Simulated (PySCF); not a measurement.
# How the numerical set-up moves the result for KZn

Aim: see how much the energy and properties of KZn depend on the numerical set-up.

Method: method and basis as typed in the scripts; program: PySCF 2.14.0.

2 further runs of the same task are left out: 2 that didn't finish.

**1. Where the work starts**

KZn: 2 atoms, charge 0, spin multiplicity 2.

Bond lengths: K1–Zn2 2.821 Å.

**2. The run that the others are compared with**

The input, input.py:

```python
from pyscf import gto, scf, mp

mol = gto.M(
    atom='K 0 0 0; Zn 0 0 2.821',
    basis='x2c-svpall',
    charge=0,
    spin=1,
    verbose=3,
)
mf = scf.UHF(mol)
mf = mf.sfx2c1e()
mf.kernel()
mp.MP2(mf, frozen=10).kernel()
mf.dip_moment()
print('orbital energies (hartree):', [e[max(0, n-3):n+3].round(4) for e, n in zip(mf.mo_energy, mol.nelec)])
```

On the command line:

```bash
> OMP_NUM_THREADS=1 python input.py
```

Its log is not repeated here.

It gives: E(SCF) = -2395.282604 Eh, E(MP2) − E(SCF) = -0.42613 Eh, ⟨S²⟩ = 0.767, μ = 2.39 D (of the SCF density).

The bond length is a typed value, not an optimised one.

**3. 6-31g (X2C off)**

Edit 1 changes basis set: x2c-svpall → 6-31g; spin-free X2C: on → off.

The input, input.py:

```python
from pyscf import gto, scf, mp

mol = gto.M(
    atom='K 0 0 0; Zn 0 0 2.821',
    basis='6-31g',
    charge=0,
    spin=1,
    verbose=3,
)
mf = scf.UHF(mol)
mf.kernel()
mp.MP2(mf, frozen=10).kernel()
mf.dip_moment()
print('orbital energies (hartree):', [e[max(0, n-3):n+3].round(4) for e, n in zip(mf.mo_energy, mol.nelec)])
```

On the command line:

```bash
> OMP_NUM_THREADS=1 python input.py
```

**4. Cartesian functions on**

Edit 2 changes Cartesian functions: off → on.

Changes to input.py since step 2:

```diff
@@ -7,2 +7,3 @@
     spin=1,
+    cart=True,
     verbose=3,
```

**5. Sbkjc (core potential on, X2C off)**

Edit 3 changes basis set: x2c-svpall → sbkjc; core potential: off → on; spin-free X2C: on → off; frozen orbitals: 10 → none. The core potential changes with it: totals don't compare.

The input, input.py:

```python
from pyscf import gto, scf, mp

mol = gto.M(
    atom='K 0 0 0; Zn 0 0 2.821',
    basis='sbkjc',
    ecp={'K': 'sbkjc', 'Zn': 'sbkjc'},
    charge=0,
    spin=1,
    verbose=3,
)
mf = scf.UHF(mol)
mf.kernel()
mp.MP2(mf).kernel()
mf.dip_moment()
print('orbital energies (hartree):', [e[max(0, n-3):n+3].round(4) for e, n in zip(mf.mo_energy, mol.nelec)])
```

**6. Spin-free X2C off**

Edit 4 changes spin-free X2C: on → off.

Changes to input.py since step 2:

```diff
@@ -10,3 +10,2 @@
 mf = scf.UHF(mol)
-mf = mf.sfx2c1e()
 mf.kernel()
```

**7. 6-31g* (X2C off)**

Edit 5 changes basis set: x2c-svpall → 6-31g*; spin-free X2C: on → off.

Changes to input.py since step 2:

```diff
@@ -4,3 +4,3 @@
     atom='K 0 0 0; Zn 0 0 2.821',
-    basis='x2c-svpall',
+    basis='6-31g*',
     charge=0,
@@ -10,3 +10,2 @@
 mf = scf.UHF(mol)
-mf = mf.sfx2c1e()
 mf.kernel()
```

**Question.** What will these runs give? Wanted: for each run, E(SCF); from base; gap, α spin; SCF dipole; after the SCF.

As calculated:

```
                               run  E(SCF) (hartree)  from base (eV)  gap, α spin (eV)  SCF dipole (D)  functions                            after the SCF
                              base      -2395.282604               0              4.55            2.39         60  MP2 correlation -11.596 eV, core frozen
                   6-31g (X2C off)      -2376.569513  not comparable              3.93            2.76         44   MP2 correlation -6.565 eV, core frozen
            Cartesian functions on      -2395.291118         -0.2317              4.46            2.37        n/a  MP2 correlation -14.726 eV, core frozen
sbkjc (core potential on, X2C off)       -225.044301  not comparable               n/a            5.79         39               MP2 correlation -11.624 eV
   spin-free X2C off (poor choice)      -2370.297319  not comparable              4.51            2.01         60  MP2 correlation -11.642 eV, core frozen
                  6-31g* (X2C off)      -2376.573826  not comparable              3.93            2.87         56   MP2 correlation -8.332 eV, core frozen
```

**Reading.** Rows marked «poor choice» come from settings spoiled on purpose.
